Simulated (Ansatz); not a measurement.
Consider a ranking of polymorphs by energy of 2 structures of As (Ansatz 0.2.0 through its Python package).

Contents of `as_r_3m.xyz`:
```text
2
Lattice="1.8807969 1.0858786 3.51406199 -1.8807969 1.0858786 3.51406199 0.0 -2.17175719 3.51406199" Properties=species:S:1:pos:R:3 pbc="T T T"
As    0.00000000   -0.00000000    8.15965195
As    0.00000000   -0.00000000    2.38253403
```

Input file `as_pm_3m.vasp`:
```text
As
1.0
   2.70368174    0.00000000    0.00000000
   0.00000000    2.70368174    0.00000000
   0.00000000    0.00000000    2.70368174
As
1
Direct
   0.50000000    0.50000000    0.50000000
```

Script `polymorphs_as.py`:
```python
import warnings

import ansatz as az
from ase.io import read
import numpy as np
import pandas as pd
import spglib

FUNCTIONAL = 'r2SCAN'
CUTOFF = 600
KSPACING = 0.33
SMEARING = 'fermi_dirac'
SMEARING_WIDTH = 0.1


def compute(name, crystal):
    calc = (
        crystal.calculation()
        .functional(FUNCTIONAL)
        .basis(CUTOFF)
        .kpoints(spacing=KSPACING)
        .occupations(SMEARING, width=SMEARING_WIDTH)
        .stress()
        .band_table()
    )
    calc = calc.relax(force_tolerance=0.01, cell=True)
    return calc.run(threads=1, backend='cpu')


def pressure_gpa(outcome):
    return float(np.trace(outcome.report['stress_gpa']) / 3)


def space_group(outcome):
    sites = outcome.report['lattice']['sites']
    kinds = sorted({site['symbol'] for site in sites})
    cell = (outcome.lattice.cell_ang, [site['position_frac'] for site in sites], [kinds.index(site['symbol']) for site in sites])
    return spglib.get_spacegroup(cell, symprec=0.01)


def volume_per_atom(outcome):
    return abs(np.linalg.det(outcome.lattice.cell_ang)) / len(outcome.lattice.sites)

warnings.simplefilter('ignore', az.DeckWarning)

phases = {}
r_3m = az.Crystal.from_extxyz('as_r_3m.xyz')
phases['R-3m'] = r_3m
atoms = read('as_pm_3m.vasp', format='vasp')
pm_3m = az.Crystal.from_ase(atoms)
phases['Pm-3m'] = pm_3m

done = {}
for name, crystal in phases.items():
    done[name] = compute(name, crystal)
    print(f'{name}: {done[name].report["energy_sigma0_ev"]:.4f} eV, {len(done[name].lattice.sites)} atoms')

energy = {name: o.report['energy_sigma0_ev'] / len(o.lattice.sites) for name, o in done.items()}
lowest = min(energy.values())
rows = [(name, len(o.lattice.sites), 1000 * (energy[name] - lowest), pressure_gpa(o), space_group(o), volume_per_atom(o)) for name, o in done.items()]
rows.sort(key=lambda row: row[2])
print(pd.DataFrame(rows, columns=['phase', 'atoms', 'dE (meV/atom)', 'P (GPa)', 'space group', 'V (A^3/atom)']).round(4).to_string(index=False))
```

Which of these structures comes out lowest, and how far apart are they?

By space group at the end of each run: R-3m (+0 meV an atom, 23.0 Å³) and Pm-3m (+186 meV an atom, 20.1 Å³).

The run itself:

`python polymorphs_as.py` gives:
```text
R-3m: -9729.1535 eV, 2 atoms
Pm-3m: -4864.3902 eV, 1 atoms
phase  atoms  dE (meV/atom)  P (GPa) space group  V (A^3/atom)
 R-3m      2         0.0000   0.0089  R-3m (166)       22.9623
Pm-3m      1       186.4934  -0.0095 Pm-3m (221)       20.0526
```

Total energies depend on the potentials; only differences at equal settings carry meaning. For the metals among these phases the mesh is modest: differences between phases can be off by up to 40 meV an atom. Pressure is positive in compression. The cells come from databases of deposited and of computed structures, and not all need be stable phases. The ranking holds among these structures alone, at zero temperature; the ground state may be another structure. Differences under about 40 meV an atom lie within the error of mesh and functional. Timing: 43 s on 1 thread of Intel(R) Xeon(R) Platinum 8375C CPU @ 2.90GHz (Ice Lake), on a shared host, peak memory 0.76 GiB.

(Lines on the test bed's own set-up are left out of the output.)
